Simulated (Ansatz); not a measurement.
**CH₆F₂GeSi: up Jacob's ladder to CCSD(T)**

The task here is to estimate one member of a computed series from the others.

Computed with Ansatz 0.2.0, Gaussian basis. Level: functionals in def2-TZVPP, the program's frozen cores in correlated methods.

Levels to be run: PBE-D4, r2SCAN-D4, PBE0-D4, B3LYP-D4, ωB97X-V, ωB97M-V, B2PLYP; CCSD(T)/def2-TZVPP; MP2/def2-QZVPP; extrapolation to the limit.

## Structure used throughout

All runs share one geometry, relaxed beforehand with PBE0-D4 in a triple-zeta def2 set.

SMILES `F[CH2][GeH]([F])[SiH3]`, 11 atoms, charge 0, spin multiplicity 1.

Atoms are counted from 1 here; the program's logs count them from 0.

Bond lengths: F1–C2 1.388 Å, C2–Ge3 1.978 Å, C2–H6 1.093 Å, C2–H7 1.093 Å, Ge3–F4 1.755 Å, Ge3–Si5 2.387 Å, Ge3–H8 1.541 Å, Si5–H9 1.485 Å, Si5–H10 1.485 Å, Si5–H11 1.485 Å. Angles: F1–C2–Ge3 108.9°, F1–C2–H6 108.8°, F1–C2–H7 108.5°, Ge3–C2–H6 109.6°, Ge3–C2–H7 112.0°, H6–C2–H7 109.0°, C2–Ge3–F4 103.7°, C2–Ge3–Si5 112.4°, C2–Ge3–H8 111.7°, F4–Ge3–Si5 107.8°, F4–Ge3–H8 105.1°, Si5–Ge3–H8 115.1°, Ge3–Si5–H9 109.0°, Ge3–Si5–H10 109.3°, Ge3–Si5–H11 109.1°, H9–Si5–H10 109.6°, H9–Si5–H11 109.8°, H10–Si5–H11 109.9°.

Set-up of the first run:

in.yaml reads:

```yaml
crystal:
  periodic: [false, false, false]
  atoms:
    - {symbol: F, position_ang: [-0.236985, 2.051152, 0.943923]}
    - {symbol: C, position_ang: [-0.400661, 0.814567, 1.553634]}
    - {symbol: Ge, position_ang: [-0.648313, -0.560405, 0.153822]}
    - {symbol: F, position_ang: [-0.271028, -2.063820, 0.975852]}
    - {symbol: Si, position_ang: [0.893190, -0.306743, -1.650562]}
    - {symbol: H, position_ang: [0.495601, 0.587535, 2.136898]}
    - {symbol: H, position_ang: [-1.258858, 0.870825, 2.227450]}
    - {symbol: H, position_ang: [-2.126565, -0.691275, -0.262094]}
    - {symbol: H, position_ang: [0.521946, 0.896982, -2.437317]}
    - {symbol: H, position_ang: [0.833660, -1.509124, -2.519605]}
    - {symbol: H, position_ang: [2.263315, -0.146698, -1.101401]}
basis:
  gaussian: {orbitals: def2-TZVPP}
hamiltonian: {xc: pbe, dispersion: d4}
output: {forces: true, orbitals: {seedname: orbitals}}
```

On the command line:

```console
> ansatz run in.yaml --threads 2 --pin off --events-out ev --progress --plain --max-ram 22528MiB --backend cpu
```

Among the steps run: PBE-D4 (GGA); r2SCAN-D4 (meta-GGA); PBE0-D4 (hybrid); B3LYP-D4 (hybrid); ωB97X-V (range-separated); ωB97M-V (range-separated); B2PLYP (double hybrid); CCSD(T) in def2-TZVPP; MP2 in def2-QZVPP.

One of the session's tables, all rows but one given; the rest of the session is left out.

```
            method  atomisation energy (eV)
            PBE-D4                   37.258
         r2SCAN-D4                   37.020
           PBE0-D4                   36.635
          B3LYP-D4                   36.792
           ωB97X-V                   37.230
           ωB97M-V                   36.873
            B2PLYP                   36.457
     HF/def2-TZVPP                   26.993
    MP2/def2-TZVPP                   36.554
   CCSD/def2-TZVPP                   35.704
CCSD(T)/def2-TZVPP                        ?
           MP2/CBS                   37.428
       CCSD(T)/CBS                   37.068
```

**Question.** Estimate the row for CCSD(T)/def2-TZVPP.

**Answer.** atomisation energy (eV): 36.194. In the column «atomisation energy (eV)» it lies between CCSD/def2-TZVPP (35.704) and B2PLYP (36.457).
